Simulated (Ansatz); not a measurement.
# CH3SbSe (SMILES [Se]=[CH][SbH2]): single points off equilibrium

The task here is to estimate one member of a computed series from the others.

The runs use Ansatz 0.2.0, Gaussian basis; single points in def2-TZVPP.

Correlated methods freeze the cores. Filled d shells of the heavier atoms are correlated. Core potentials replace the inner electrons past krypton, and spin-orbit coupling is left out. B3LYP uses VWN-RPA correlation.

### Where the work starts

SMILES `[Se]=[CH][SbH2]`, 6 atoms, charge 0, spin multiplicity 1.

Atoms are counted from 1 here; the program's logs count them from 0.

Bond lengths: Se1–C2 1.825 Å, C2–Sb3 2.091 Å, C2–H4 1.203 Å, Sb3–H5 1.513 Å, Sb3–H6 1.491 Å. Angles: Se1–C2–Sb3 133.3°, Se1–C2–H4 112.5°, Sb3–C2–H4 113.4°, C2–Sb3–H5 90.3°, C2–Sb3–H6 90.9°, H5–Sb3–H6 92.2°.

As a file:

```xyz
6
charge 0, multiplicity 1
Se   -1.1558   -1.8295   -0.1647
C     0.2041   -0.6989    0.2848
Sb    0.5158    1.3498    0.0089
H     1.1856   -1.2860    0.6578
H    -0.1037    1.2655   -1.3688
H    -0.7973    1.6589    0.6445
```

Set-up of the first run:

run/in.yaml

```yaml
crystal:
  periodic: [false, false, false]
  atoms:
    - {symbol: Se, position_ang: [-1.155800, -1.829500, -0.164700]}
    - {symbol: C, position_ang: [0.204100, -0.698900, 0.284800]}
    - {symbol: Sb, position_ang: [0.515800, 1.349800, 0.008900]}
    - {symbol: H, position_ang: [1.185600, -1.286000, 0.657800]}
    - {symbol: H, position_ang: [-0.103700, 1.265500, -1.368800]}
    - {symbol: H, position_ang: [-0.797300, 1.658900, 0.644500]}
basis:
  gaussian: {orbitals: def2-TZVPP}
correlation: {method: ccsd_t}
output: {forces: true}
```

No record of the launch command was kept for these runs.

Steps of the session up to this table: CCSD(T)/def2-TZVPP; PBE0-D4/def2-TZVPP; wB97M-V/def2-TZVPP; r2SCAN-D4/def2-TZVPP; PBE-D4/def2-TZVPP; revPBE-D4/def2-TZVPP; B3LYP-D4/def2-TZVPP.

One table of the session follows, with a row left open; its other results are not shown here.

| method | RMS force component (eV/Å) | angle to CCSD(T) forces (°) | dipole (D) |
| --- | --- | --- | --- |
| CCSD(T) | 2.331 | reference | 1.45 |
| PBE0-D4 | 2.463 | 5.0 | 1.62 |
| wB97M-V | ? | ? | ? |
| r2SCAN-D4 | 2.438 | 3.7 | 1.64 |
| PBE-D4 | 2.474 | 4.5 | 1.47 |
| revPBE-D4 | 2.489 | 4.9 | 1.49 |
| B3LYP-D4 | 2.478 | 3.1 | 1.68 |

Q: Estimate the row for wB97M-V from the others.

**Answer.** RMS force component (eV/Å): 2.432; angle to CCSD(T) forces (°): 6.5; dipole (D): 1.69. In the column «RMS force component (eV/Å)» it lies between CCSD(T) (2.331) and r2SCAN-D4 (2.438).
